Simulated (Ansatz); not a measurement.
# F3H4InOSi: how energies converge with the basis set

An exercise on one series of results from a longer session: the logs are not shown, and one member is left open.

Computed with Ansatz 0.2.0, Gaussian basis. Level: one geometry, several basis sets.

Plan: PBE0-D4/def2-SVP; ωB97M-V/def2-SVP; PBE0-D4/def2-QZVPP; ωB97M-V/def2-QZVPP; the functionals' def2-TZVPP values are taken from earlier runs.

## The relaxed structure

All runs share one geometry, relaxed beforehand with PBE0-D4 in a triple-zeta def2 set. In takes the def2 core potential; no spin-orbit term is included.

SMILES `[F][In-]([F])([F])[OH+][SiH3]`, 10 atoms, charge 0, spin multiplicity 1.

Atoms are counted from 1 here; the program's logs count them from 0.

Bond lengths: F1–In2 1.933 Å, In2–F3 1.956 Å, In2–F4 1.933 Å, In2–O5 2.219 Å, O5–Si6 1.713 Å, O5–H7 0.960 Å, Si6–H8 1.472 Å, Si6–H9 1.486 Å, Si6–H10 1.473 Å. Angles: F1–In2–F3 118.9°, F1–In2–F4 118.4°, F1–In2–O5 104.2°, F3–In2–F4 119.1°, F3–In2–O5 80.9°, F4–In2–O5 103.5°, In2–O5–Si6 120.4°, In2–O5–H7 123.3°, Si6–O5–H7 116.3°, O5–Si6–H8 109.0°, O5–Si6–H9 102.6°, O5–Si6–H10 109.2°, H8–Si6–H9 110.6°, H8–Si6–H10 114.3°, H9–Si6–H10 110.5°.

Set-up of the first run:

in.yaml reads:

```yaml
crystal:
  periodic: [false, false, false]
  atoms:
    - {symbol: F, position_ang: [-1.655707, -2.662393, -0.383600]}
    - {symbol: In, position_ang: [-0.112679, -1.623419, -0.908826]}
    - {symbol: F, position_ang: [1.338624, -1.367706, 0.377689]}
    - {symbol: F, position_ang: [0.256398, -1.415874, -2.795182]}
    - {symbol: O, position_ang: [-0.593003, 0.439277, -0.245026]}
    - {symbol: Si, position_ang: [0.384980, 1.223984, 0.922742]}
    - {symbol: H, position_ang: [-1.322543, 0.951486, -0.602339]}
    - {symbol: H, position_ang: [0.314859, 0.474784, 2.188336]}
    - {symbol: H, position_ang: [-0.275323, 2.547491, 1.061943]}
    - {symbol: H, position_ang: [1.747695, 1.381267, 0.387163]}
basis:
  gaussian: {orbitals: def2-SVP}
hamiltonian: {xc: pbe0, dispersion: d4}
output: {orbitals: {seedname: orbitals}}
```

Command:

```bash
$ ansatz run in.yaml --threads 4 --pin off --events-out ev --progress --plain --max-ram 11315MiB
```

Steps of the session up to this table: PBE0-D4 in def2-SVP; ωB97M-V in def2-SVP; PBE0-D4 in def2-QZVPP; ωB97M-V in def2-QZVPP.

One table of the session follows, with a row left open; its other results are not shown here.

It belongs to the step «Density functionals: the series». 

| functional | basis | HOMO (eV) | LUMO (eV) |
| --- | --- | --- | --- |
| PBE0-D4 | def2-SVP | -9.96 | -1.94 |
| PBE0-D4 | def2-TZVPP | -10.11 | -2.20 |
| PBE0-D4 | def2-QZVPP | -10.13 | -2.26 |
| ωB97M-V | def2-SVP | -12.27 | 0.10 |
| ωB97M-V | def2-TZVPP | ? | ? |
| ωB97M-V | def2-QZVPP | -12.45 | -0.47 |

Q: Estimate the row for ωB97M-V, def2-TZVPP from the others.

As computed: HOMO (eV): -12.44; LUMO (eV): -0.28. In the column «HOMO (eV)» it lies between ωB97M-V, def2-QZVPP (-12.45) and ωB97M-V, def2-SVP (-12.27).
